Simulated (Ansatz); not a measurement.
# LuBr (P6_3mc) in Ansatz: convergence with wavefunction cutoff

Aim: find how far wavefunction cutoff must go before the results for LuBr settle, at PBEsol. This setting moves, with any that are tied to it; all else stays.

Everything below comes from runs of Ansatz 0.2.0. Logs are shortened: lines on timing, memory, paths and dates and some standing lists are left out, and cuts for length are marked.

### 1 Starting point

The structure is hexagonal, space group P6_3mc (No. 186). The conventional cell has a = 3.607 Å, b = 3.607 Å, c = 9.872 Å, α = 90.00°, β = 90.00°, γ = 120.00°. Lu (site symmetry 3m) is surrounded by 4 Br at 2.83 to 2.96 Å. Br (site symmetry 3m) is surrounded by 4 Lu at 2.83 to 2.96 Å.

The cell comes from a database or a generator and needn't be the stable form of this composition.

### 2 With wavefunction cutoff 200 eV

input.yaml reads:

```yaml
crystal:
  lattice:
    - [3.6068742112, 0.0, 0.0]
    - [-1.8034371056, 3.1236446952, 0.0]
    - [0.0, 0.0, 9.871749]
  atoms:
    - { symbol: Lu, position: [0.6666666667, 0.3333333333, 0.83099] }
    - { symbol: Lu, position: [0.3333333333, 0.6666666667, 0.33099] }
    - { symbol: Br, position: [0.6666666667, 0.3333333333, 0.544011] }
    - { symbol: Br, position: [0.3333333333, 0.6666666667, 0.044011] }
hamiltonian:
  xc: pbesol
  pseudopotentials: { kind: paw_fr }
magnetization:
  noncollinear: true
  spin_orbit: true
kpoints:
  mp_grid: { grid: [7, 7, 3] }
scf:
  occupations: { method: fermi_dirac, width: 0.1 }
output:
  forces: true
  stress: true
  eigenvalues: true
basis:
  ecutwfc: "200 eV"
```

Potentials or basis: Ansatz PAW.

Command:

```
> ansatz run input.yaml --threads 2 --pin off --max-ram 5632MiB --backend cpu --events-out ev --progress --plain --runs-dir out
```

Standard output:

```text
Warning: basis.ecutwfc = 200 eV is below the records' recommended 420 eV, and the density's cutoff is lower with it unless basis.ecutrho_ratio is high enough to keep the records' density cutoff: compare with a run at a higher cutoff
Warning: RAYON_NUM_THREADS=2 ignored (pool sized by the plan → 2); use --threads N
Engine: ansatz 0.2.0, aarch64-unknown-linux-gnu
Pseudopotentials: kind: paw_fr
Pseudopotential: Lu, paw_fr, valence charge 25, recommended cutoff 420 eV (normal), Lu.paw.azcp#standard-fr
Pseudopotential: Br, paw_fr, valence charge 7, recommended cutoff 420 eV (normal), Br.paw.azcp#standard-fr
Functional definition: PBEsol
  exchange = pbesol_x
  correlation = pbesol_c
non-collinear run that drives no moment, with spin-orbit: no starting moment large enough to seed its density (crystal.atoms[].spin), no starting occupations that ask for one, no magnetisation constraint and no magnetic field, so the semilocal B_xc is pinned to zero
Crystal: 4 atoms, lattice volume = 111.221 Å³
Basis set: ecut = 200 eV, 677 PW (Γ), exchange–correlation on 36×36×96 points (8 copies of the dense FFT grid, shifted against one another)
Bands: 78, of which v1, the nominal top of the filled ones, is band 64 counted from 1 (63 counted from 0)
Symmetry: 12 space group operations + 12 with time reversal
Magnetic group: BNS 186.204 (UNI 1434), of the structure as read, at distance tolerance 4.8e-5 Å
k-points: 16 of 147 (time reversal used)
Projection manifold: j_resolved (fully-relativistic pseudo-atomic orbitals)
Non-local potential: Lu, projectors of the file, l = 0: 3, l = 1: 4, l = 2: 4, l = 3: 6
Non-local potential: Br, projectors of the file, l = 0: 2, l = 1: 4, l = 2: 4
PAW form: soft (Blöchl's): semilocal exchange-correlation on the pseudo side does not see the compensation charge
[... 29 lines left out ...]
Free energy (F): -34715.876424 eV
Harris-Foulkes:  -34715.876424 eV  (|F-HF|=2.64e-9)
Internal energy: -34715.813610 eV  (E = F + TS)
E sigma→0 (E₀):  -34715.845017 eV
Entropy (-TS):   -0.062814 eV (-15.704 meV/atom)
Fermi energy:    10.682442 eV
--- Per-component energies (eV) ---
  E_band       = -388.583356
  E_kinetic    = 1118.678987
  E_local      = -16007.965563  (includes V_loc(G=0)·N_el)
  E_nonlocal   = 1549.004108
  E_hartree    = 6756.636215
  E_xc         = -954.143092
  E_vxc        = -720.895682  (∫ρ·V_xc dr)
  E_paw        = -19184.837796  (= ΣΔE_a)
  E_vpaw       = 159.315152  (= ΣTr[D̂ρ^β])
  E_aug_tail   = 0.004409  (compensation charges beyond the density's cutoff)
  E_ewald      = -7995.769603
  E_core_change = 2.578725  (= ΣΔE_core)
  E_smearing   = -0.062814  (= −TS)
  E_closure    = 0.000000  (closes the sum)
  Σ components = -34715.876424   (vs F -34715.876424, Δ=0.00e0)
--- Forces (eV/Å), atoms counted from 1 ---
  atom   1  Lu     0.00000000     0.00000000     0.07868084
  atom   2  Lu    -0.00000000    -0.00000000     0.07868084
  atom   3  Br    -0.00000000    -0.00000000    -0.07895920
  atom   4  Br     0.00000000     0.00000000    -0.07895920
  max |Σ_I F_I| component: 5.57e-4 eV/Å
--- Stress (GPa, compression-positive) ---
       -2.154043       0.000000       0.000000
        0.000000      -2.154043       0.000000
        0.000000       0.000000      -1.627456
  P = ⅓ Tr σ = -1.9785 GPa (-19.785 kbar)
--- Band table (eV; the first three rows and the last of 16) ---
  k-point 0: bands = ["-48.1643", "-48.1643", "-48.1554", "-48.1554", "-23.1601", "-23.1601", "-23.1327", "-23.1327", "-16.1844", "-16.1844", "-16.1341", "-16.1341", "-15.8914", "-15.8914", "-15.8904", "-15.8904", "-6.3484", "-6.3484", "-6.1280", "-6.1280", "-2.8237", "-2.8237", "-2.7788", "-2.7788", "-2.7628", "-2.7628", "-2.7217", "-2.7217", "-2.7175", "-2.7175", "-2.7132", "-2.7132", "-1.0282", "-1.0282", "-0.9717", "-0.9717", "-0.9694", "-0.9694", "-0.9267", "-0.9267", "-0.9186", "-0.9186", "-0.8745", "-0.8745", "-0.8465", "-0.8465", "-0.8170", "-0.8170", "3.1892", "3.1892", "4.4701", "4.4701", "6.9226", "6.9226", "7.0560", "7.0560", "7.2820", "7.2820", "7.4036", "7.4036", "7.4463", "7.4463", "9.0103", "9.0103", "12.3268", "12.3268", "12.4900", "12.4900", "12.5962", "12.5962", "12.7505", "12.7505", "13.0733", "13.0733", "13.4253", "13.4253", "13.5788", "13.5788"]
  k-point 1: bands = ["-48.1703", "-48.1703", "-48.1691", "-48.1691", "-23.1672", "-23.1672", "-23.1667", "-23.1667", "-16.1895", "-16.1895", "-16.1802", "-16.1802", "-15.8855", "-15.8855", "-15.8851", "-15.8851", "-6.3220", "-6.3220", "-6.2129", "-6.2129", "-2.8516", "-2.8516", "-2.8417", "-2.8417", "-2.8312", "-2.8312", "-2.8308", "-2.8308", "-2.6937", "-2.6937", "-2.6907", "-2.6907", "-1.0472", "-1.0472", "-1.0383", "-1.0383", "-1.0339", "-1.0339", "-1.0051", "-1.0051", "-1.0018", "-1.0018", "-0.9937", "-0.9937", "-0.8035", "-0.8035", "-0.8014", "-0.8014", "3.4398", "3.4398", "4.0534", "4.0534", "6.9486", "6.9486", "7.0192", "7.0192", "7.3198", "7.3198", "7.4032", "7.4032", "7.8857", "7.8857", "8.6800", "8.6800", "12.3768", "12.3768", "12.4597", "12.4597", "12.6402", "12.6402", "12.7191", "12.7191", "12.8243", "12.8243", "12.8274", "12.8274", "13.7127", "13.7127"]
  k-point 2: bands = ["-48.1852", "-48.1851", "-48.1845", "-48.1845", "-23.2169", "-23.2140", "-23.2099", "-23.2085", "-16.2180", "-16.2052", "-16.1841", "-16.1763", "-15.9696", "-15.9685", "-15.9615", "-15.9604", "-6.3071", "-6.3016", "-6.1179", "-6.0922", "-2.8886", "-2.8869", "-2.8624", "-2.8596", "-2.8499", "-2.8495", "-2.8450", "-2.8441", "-2.8162", "-2.8151", "-2.8037", "-2.8029", "-1.0912", "-1.0873", "-1.0800", "-1.0786", "-1.0615", "-1.0572", "-1.0466", "-1.0456", "-1.0301", "-1.0291", "-1.0123", "-1.0115", "-0.9794", "-0.9790", "-0.9739", "-0.9719", "3.4122", "3.4383", "4.5177", "4.6084", "6.1179", "6.1376", "6.3943", "6.3980", "6.9582", "6.9709", "7.1445", "7.1448", "7.9762", "8.1206", "9.1943", "9.2245", "11.7733", "11.8038", "12.0849", "12.1590", "12.4927", "12.5549", "12.7763", "12.8308", "13.0081", "13.0304", "13.2319", "13.3952", "13.5731", "13.5763"]
  k-point 15: bands = ["-48.1935", "-48.1935", "-48.1874", "-48.1874", "-23.2856", "-23.2845", "-23.2708", "-23.2704", "-16.2421", "-16.2355", "-16.2289", "-16.2269", "-16.1462", "-16.1445", "-16.1314", "-16.1311", "-5.7180", "-5.7021", "-5.6962", "-5.6924", "-2.8973", "-2.8956", "-2.8844", "-2.8828", "-2.8673", "-2.8667", "-2.8612", "-2.8598", "-2.8416", "-2.8410", "-2.8278", "-2.8265", "-1.1123", "-1.1113", "-1.0965", "-1.0950", "-1.0794", "-1.0792", "-1.0649", "-1.0635", "-1.0452", "-1.0447", "-1.0411", "-1.0393", "-1.0160", "-1.0148", "-0.9966", "-0.9957", "4.2729", "4.3256", "4.3644", "4.4140", "4.7852", "4.8775", "4.9205", "4.9618", "5.2528", "5.2576", "5.3520", "5.3869", "10.3931", "10.4000", "10.5821", "10.6063", "10.9070", "10.9726", "11.0915", "11.1082", "12.1253", "12.1442", "12.9357", "13.0034", "13.2416", "13.2723", "13.3226", "13.3516", "14.4985", "14.5383"]
```

It took 9.9 s on 2 threads of Arm Neoverse V2, shared host; peak memory 0.54 GiB.

What came out:

| Item | Value |
| --- | --- |
| Free energy | -34715.8764 eV |
| Pressure | -2.0 GPa |
| Largest force | 0.079 eV/Å |
| Band gap on the k mesh | none (metal or under the smearing width) |

### 3 With wavefunction cutoff 250 eV

input.yaml, as its differences from that of step 2:

```diff
@@ -25,2 +25,2 @@
 basis:
-  ecutwfc: "200 eV"
+  ecutwfc: "250 eV"
```

Potentials or basis: Ansatz PAW.

Command:

```
> ansatz run input.yaml --threads 2 --pin off --max-ram 5632MiB --backend cpu --events-out ev --progress --plain --runs-dir out
```

Run time: 15 s. Hardware: 2 threads of Arm Neoverse V2, shared host; peak memory 0.59 GiB.

Results:

```
Free energy            : -34731.8366 eV
Pressure               : -2.4 GPa
Largest force          : 0.077 eV/Å
Band gap on the k mesh : none (metal or under the smearing width)
```

### 4 With wavefunction cutoff 300 eV

input.yaml, as its differences from that of step 3:

```diff
@@ -25,2 +25,2 @@
 basis:
-  ecutwfc: "250 eV"
+  ecutwfc: "300 eV"
```

Command:

```
> ansatz run input.yaml --threads 2 --pin off --max-ram 5632MiB --backend cpu --events-out ev --progress --plain --runs-dir out
```

Run time: 17 s. Hardware: 2 threads of Arm Neoverse V2, shared host; peak memory 0.66 GiB.

Results:

```yaml
Free_energy: -34733.7303 eV
Pressure: -2.8 GPa
Largest_force: 0.109 eV/Å
Band_gap_on_the_k_mesh: none (metal or under the smearing width)
```

### 5 With wavefunction cutoff 350 eV

input.yaml, as its differences from that of step 4:

```diff
@@ -25,2 +25,2 @@
 basis:
-  ecutwfc: "300 eV"
+  ecutwfc: "350 eV"
```

Command:

```
> ansatz run input.yaml --threads 2 --pin off --max-ram 5632MiB --backend cpu --events-out ev --progress --plain --runs-dir out
```

Wall time 24 s (2 threads of Arm Neoverse V2, shared host); peak memory 0.72 GiB.

What came out:

| Item | Value |
| --- | --- |
| Free energy | -34733.8360 eV |
| Pressure | -2.8 GPa |
| Largest force | 0.104 eV/Å |
| Band gap on the k mesh | none (metal or under the smearing width) |

### 6 With wavefunction cutoff 400 eV

input.yaml, as its differences from that of step 5:

```diff
@@ -25,2 +25,2 @@
 basis:
-  ecutwfc: "350 eV"
+  ecutwfc: "400 eV"
```

Potentials or basis: Ansatz PAW.

Command:

```
> ansatz run input.yaml --threads 2 --pin off --max-ram 5632MiB --backend cpu --events-out ev --progress --plain --runs-dir out
```

Run time: 30 s. Hardware: 2 threads of Arm Neoverse V2, shared host; peak memory 0.77 GiB.

It converged, with:

- Free energy: -34733.8445 eV
- Pressure: -2.8 GPa
- Largest force: 0.103 eV/Å
- Band gap on the k mesh: none (metal or under the smearing width)

### 7 With wavefunction cutoff 450 eV

input.yaml, as its differences from that of step 6:

```diff
@@ -25,2 +25,2 @@
 basis:
-  ecutwfc: "400 eV"
+  ecutwfc: "450 eV"
```

Command:

```
> ansatz run input.yaml --threads 2 --pin off --max-ram 5632MiB --backend cpu --events-out ev --progress --plain --runs-dir out
```

Wall time 33 s (2 threads of Arm Neoverse V2, shared host); peak memory 0.86 GiB.

The run converged. Its results:

```yaml
Free_energy: -34733.8485 eV
Pressure: -2.8 GPa
Largest_force: 0.103 eV/Å
Band_gap_on_the_k_mesh: none (metal or under the smearing width)
```

### 8 With wavefunction cutoff 500 eV

input.yaml, as its differences from that of step 7:

```diff
@@ -25,2 +25,2 @@
 basis:
-  ecutwfc: "450 eV"
+  ecutwfc: "500 eV"
```

Command:

```
> ansatz run input.yaml --threads 2 --pin off --max-ram 5632MiB --backend cpu --events-out ev --progress --plain --runs-dir out
```

Run time: 36 s. Hardware: 2 threads of Arm Neoverse V2, shared host; peak memory 0.92 GiB.

It converged, with:

| Quantity | Value |
| --- | --- |
| Free energy | -34733.8503 eV |
| Pressure | -2.8 GPa |
| Largest force | 0.103 eV/Å |
| Band gap on the k mesh | none (metal or under the smearing width) |

### 9 With wavefunction cutoff 600 eV

input.yaml, as its differences from that of step 8:

```diff
@@ -25,2 +25,2 @@
 basis:
-  ecutwfc: "500 eV"
+  ecutwfc: "600 eV"
```

Potentials or basis: Ansatz PAW.

Command:

```
> ansatz run input.yaml --threads 2 --pin off --max-ram 5632MiB --backend cpu --events-out ev --progress --plain --runs-dir out
```

It took 47 s on 2 threads of Arm Neoverse V2, shared host; peak memory 1.1 GiB.

Results (log left out):

| Property | Result |
| --- | --- |
| Free energy | -34733.8511 eV |
| Pressure | -2.8 GPa |
| Largest force | 0.103 eV/Å |
| Band gap on the k mesh | none (metal or under the smearing width) |

### 10 With wavefunction cutoff 800 eV

input.yaml, as its differences from that of step 9:

```diff
@@ -25,2 +25,2 @@
 basis:
-  ecutwfc: "600 eV"
+  ecutwfc: "800 eV"
```

Command:

```
> ansatz run input.yaml --threads 2 --pin off --max-ram 5632MiB --backend cpu --events-out ev --progress --plain --runs-dir out
```

It took 71 s on 2 threads of Arm Neoverse V2, shared host; peak memory 1.5 GiB.

It converged, with:

```
Free energy            : -34733.8514 eV
Pressure               : -2.8 GPa
Largest force          : 0.103 eV/Å
Band gap on the k mesh : none (metal or under the smearing width)
```

### 11 Summary

| wavefunction cutoff | energy less the tightest run, at zero smearing (meV/atom) | pressure (GPa) | largest force (eV/Å) | SCF cycles | CPU time (s) | peak memory (GiB) |
| --- | --- | --- | --- | --- | --- | --- |
| 200 eV | 4493.62 | -1.98 | 0.079 | 11 | 19 | 0.54 |
| 250 eV | 503.65 | -2.36 | 0.077 | 12 | 30 | 0.59 |
| 300 eV | 30.28 | -2.75 | 0.109 | 12 | 34 | 0.66 |
| 350 eV | 3.85 | -2.83 | 0.104 | 11 | 47 | 0.72 |
| 400 eV | 1.71 | -2.84 | 0.103 | 12 | 58 | 0.77 |
| 450 eV | 0.72 | -2.84 | 0.103 | 12 | 64 | 0.86 |
| 500 eV | 0.29 | -2.84 | 0.103 | 12 | 70 | 0.92 |
| 600 eV | 0.09 | -2.84 | 0.103 | 12 | 93 | 1.1 |
| 800 eV | 0.00 | -2.84 | 0.103 | 12 | 140 | 1.5 |

Against the tightest run, the energy stays within 1 meV/atom from 450 eV on; the pressure stays within 0.1 GPa from 300 eV on; the largest force stays within 0.005 eV/Å from 350 eV on. The tightest run that finished is the yardstick and may itself not be fully converged.

Caveats: the PAW data sets come from PBE, with cores solved anew for the run's functional, which leaves a small shift of forces and pressure.
